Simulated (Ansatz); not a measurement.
# TaH+ (doublet): the correlation ladder, def2-TZVPP

An exercise on one series of results from a longer session: the logs are not shown, and one member is left open.

Method: def2-TZVPP, core rule «outside noble gas», up to 4 orbitals frozen; program: Ansatz 0.2.0, Gaussian basis.

To be run: UHF; CCSD(T) on ROHF; CCSD(T) on UHF; CCSDT(Q) on ROHF; CCSDT(Q) on UHF; CASSCF and MRCISD+Q, 5 electrons in 7 orbitals; CASSCF and NEVPT2, 5 electrons in 7 orbitals.

9 further runs of the same task are left out: 4 for a known fault of the program, 2 that didn't finish, 3 set aside as unsound or not needed. Runs told in other sessions of the task aren't counted.

## The geometry

The geometry is a PBE0/def2-TZVP stationary point (not a proven minimum) of the parent state, kept for this charge and spin. No spin-orbit coupling is included. Elements past krypton take def2 core potentials.

2 atoms, charge 1, spin multiplicity 2.

Atoms are counted from 1 here; the program's logs count them from 0.

Bond lengths: Ta1–H2 1.734 Å.

The first run:

in.yaml

```yaml
crystal:
  periodic: [false, false, false]
  atoms:
    - {symbol: Ta, position_ang: [0.000000, 0.000000, 0.000000]}
    - {symbol: H, position_ang: [0.000000, 0.000000, 1.734000]}
basis:
  gaussian: {orbitals: def2-TZVPP}
total_charge: 1
magnetization: {spin_polarized: true, initial_magnetization: 1}
hamiltonian: {xc: hf}
output: {orbitals: {seedname: orbitals}}
```

Command:

```
$ ansatz run in.yaml --threads 1 --pin off --events-out ev --progress --plain --max-ram 4096MiB --backend cpu
```

Steps of the session up to this table: UHF; CCSD(T) on ROHF; CCSD(T) on UHF; CCSDT(Q) on ROHF; CCSDT(Q) on UHF; CASSCF and MRCISD+Q, 5 electrons in 7 orbitals; CASSCF and NEVPT2, 5 electrons in 7 orbitals.

One of the session's tables, all rows but one given; the rest of the session is left out.

It belongs to the step «Misses and costs». 

| method | from RCCSDT(Q) (kcal/mol) |
| --- | --- |
| UHF | +49.53 |
| RMP2 | +26.91 |
| UMP2 | +8.66 |
| RCCSD | +9.92 |
| UCCSD | -4.07 |
| RCCSD(T) | +4.08 |
| UCCSD(T) | -6.99 |
| RCCSDT | +0.85 |
| UCCSDT | -8.96 |
| RCCSDT(Q) | 0 |
| UCCSDT(Q) | -9.19 |
| CASSCF valence | +37.41 |
| NEVPT2 valence | +10.18 |
| MRCISD valence | +0.56 |
| MRCISD+Q valence | ? |

**Question.** Estimate the row for MRCISD+Q valence.

As computed: from RCCSDT(Q) (kcal/mol): -0.81. In the column «from RCCSDT(Q) (kcal/mol)» it lies between UCCSD (-4.07) and RCCSDT(Q) (0).

Left out of the table: ROHF (another determinant or state than the rows shown).

Caveats from the session: The determinant of HF (⟨S²⟩ 1.75) is far from a pure spin state, so its energy mixes those of several spin states; that is harmless only where they are near-degenerate. The determinant of CCSD(T) (⟨S²⟩ 1.75) is far from a pure spin state, so its energy mixes those of several spin states; high orders of coupled cluster remove much of that, low ones don't. The determinant of CCSDT(Q) (⟨S²⟩ 1.75) is far from a pure spin state, so its energy mixes those of several spin states; high orders of coupled cluster remove much of that, low ones don't. The program flags UCCSD(T), UCCSDT(Q) as in doubt, so read those rows with care; the flags are other amplitudes. Warnings: spin contamination; coupled cluster took another determinant than the lowest; large T1 diagnostic. Restricted and unrestricted rows rest on different reference determinants; a gap between their highest levels can come from leftover correlation error, from unlike frozen cores or from another state.
